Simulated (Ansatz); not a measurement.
Working through a relaxation driven by ASE of Zn, space group Im-3m

Computed with the Python package of Ansatz (0.2.0).

Notebook, run cell by cell (the value of a cell's last expression is shown):

**Cell 1**
```python
import warnings

import ansatz as az
from ase import Atoms
from ase.calculators.calculator import Calculator, all_changes
from ase.filters import FrechetCellFilter
from ase.optimize import BFGS
from ase.units import GPa
import numpy as np
```

**Cell 2**
```python
class PlaneWaves(Calculator):
    implemented_properties = ["energy", "free_energy", "forces", "stress"]

    def calculate(self, atoms=None, properties=("energy",), system_changes=all_changes):
        super().calculate(atoms, properties, system_changes)
        bare = self.atoms.copy()
        bare.set_constraint()
        bare.set_momenta(None)
        job = (
            az.Crystal.from_ase(bare).calculation()
            .kpoints(6, 6, 6)
            .functional("PBEsol", dispersion="d3bj")
            .occupations("fermi_dirac", width=0.3)
            .scf(max_iterations=150)
            .mixing("anderson", ndim=12, beta=0.2)
            .forces()
            .stress()
        )
        report = job.run(threads=1, backend="cpu").report
        self.results["free_energy"] = report["lagrangian_ev"]
        self.results["energy"] = report.get("lagrangian_sigma0_ev", report["lagrangian_ev"])
        self.results["forces"] = np.array(report["forces_ev_ang"])
        s = -np.array(report["stress_gpa"]) * GPa  # ASE counts tension as positive
        self.results["stress"] = s[[0, 1, 2, 1, 0, 0], [0, 1, 2, 2, 2, 1]]
```

**Cell 3**
```python
warnings.simplefilter("ignore")
atoms = Atoms(
    ["Zn"],
    cell=[(-1.56904, 1.56904, 1.56904), (1.56904, -1.56904, 1.56904), (1.56904, 1.56904, -1.56904)],
    scaled_positions=[
        (0.0, 0.0, 0.0),
    ],
    pbc=True,
)
atoms.calc = PlaneWaves()
before = atoms.get_potential_energy(), atoms.get_volume()
target = FrechetCellFilter(atoms)
optimiser = BFGS(target, logfile=None)
```

**Cell 4**
```python
def tell():
    fmax = np.linalg.norm(target.get_forces(), axis=1).max()
    print(f"step {optimiser.nsteps:2d}  E = {atoms.get_potential_energy():.5f} eV  fmax = {fmax:.4f}  V = {atoms.get_volume():.3f} A^3")


optimiser.attach(tell)
met = optimiser.run(fmax=0.02, steps=20)
print("threshold met:", bool(met), " energy gained:", round(before[0] - atoms.get_potential_energy(), 5), "eV")
print("cell lengths and angles:", np.round(atoms.cell.cellpar(), 3))
np.round(atoms.get_scaled_positions(), 4)
```
Output:
```text
step  0  E = -3281.15065 eV  fmax = 0.7911  V = 15.451 A^3
step  1  E = -3281.17498 eV  fmax = 0.5934  V = 14.936 A^3
step  2  E = -3281.20055 eV  fmax = 0.1631  V = 13.490 A^3
step  3  E = -3281.20185 eV  fmax = 0.0221  V = 13.790 A^3
step  4  E = -3281.20193 eV  fmax = 0.0010  V = 13.754 A^3
threshold met: True  energy gained: 0.05128 eV
cell lengths and angles: [  2.614   2.614   2.614 109.471 109.471 109.471]
array([[0., 0., 0.]])
```

Notes:
- The settings weren't tested for convergence.
- Dispersion corrections can be off by several per cent in the lattices of metals, and by several GPa in the pressure at a fixed cell.
- For a metal this mesh is far too coarse, so the numbers only illustrate the procedure.
- At these settings the cell as given stands under about -8 GPa, so it isn't at this functional's equilibrium volume.
- This isn't the structure that Zn takes at ambient conditions.
- Finished in 2.1 s on 1 thread of Arm Neoverse V2, with other jobs on the host, peak memory 0.37 GiB.
